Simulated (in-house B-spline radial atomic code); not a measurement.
# Hf⁴⁺: G0W0 and RPA against the share of exact exchange in the start

Question: is there a share of exact exchange at which G0W0 leaves the highest level of Hf⁴⁺ where the start put it?

Method: RPA, second order, AC-SOSEX and G0W0 (contour deformation) on a scalar-relativistic mean field, all electrons; no spin-orbit coupling, Breit or QED terms, no two-electron picture change. Code: an in-house B-spline radial atomic code, version 1.

## 1. Starting point

- element: hafnium (Z = 72)
- charge: +4
- electrons: 68
- configuration: [Xe] 4f14
- Hamiltonian: scalar-relativistic (spin-free one-electron X2C), finite nucleus
- shares of exact exchange: 0.00, 0.10, 0.20, 0.30, 0.40, 0.50, 0.60, 0.70, 0.80, 0.90, 1.00

The outer shells:

Hf4+
```
[Xe] core
4f [↑↓][↑↓][↑↓][↑↓][↑↓][↑↓][↑↓]
```

## 2. 0 % exact exchange

Settings, as recorded:

```ini
Z = 72
electrons = 68.0
configuration = [Xe] 4f14
hamiltonian = x2c
method = pbeh
lmax = 9
exact_exchange_fraction = 0.0
rms_radius = 5.347
spin_polarised = False
box_radius = 11.96
intervals = 67
```

On the command line:

```
python run_gw.py task.json out
```

One command runs all members of the session, one after another, from task.json.

The runs that follow: 10 % exact exchange; 20 % exact exchange; 30 % exact exchange; 40 % exact exchange; 50 % exact exchange; 60 % exact exchange; 70 % exact exchange; 80 % exact exchange; 90 % exact exchange; 100 % exact exchange.

Q: Predict the outcome of this session. Wanted: highest level, mean field; highest level, G0W0; RPA correlation energy; RPA+SOSEX.

The runs gave:

| quantity | value |
| --- | --- |
| highest level, mean field (range over the runs) | -73.75 to -57.88 eV |
| highest level, G0W0 (range over the runs) | -69.33 to -68.59 eV |
| RPA correlation energy | -6.363 to -5.904 hartree |
| RPA+SOSEX | -4.6572 to -4.3190 hartree |
| semi-empirical ionisation energy (4f shell) | 68.370 ± 0.04 eV (NIST Atomic Spectra Database, ionization energies) |
| G0W0 removal energy less that value | +0.219 to +0.959 eV |

In words: G0W0 turns a spread of 15.9 eV among the starts into one of 0.74 eV, 4.7 % of it. Without exact exchange the level is bound too weakly, and G0W0 lowers it by 11 eV. The correction changes sign near 70 % exact exchange, where the start's level already equals its G0W0 level. RPA gives the most correlation at 0 % exact exchange and the least at 100 % exact exchange (7.2 % apart); over the runs it loosely follows the gap of the start, as smaller excitation energies give more correlation. The semi-empirical ionisation energy is 68.370 ± 0.04 eV; G0W0 misses it by +0.22 eV at best (at 100 % exact exchange) and +0.96 eV at worst (at 0 % exact exchange). Without spin-orbit coupling the level is the average over j, while the tabulated threshold takes the electron from j = 7/2, which is bound less; that pushes the computed values up by a part of the shell's splitting. Spin-orbit coupling, which splits the 4f shell strongly in so heavy an element, is left out.
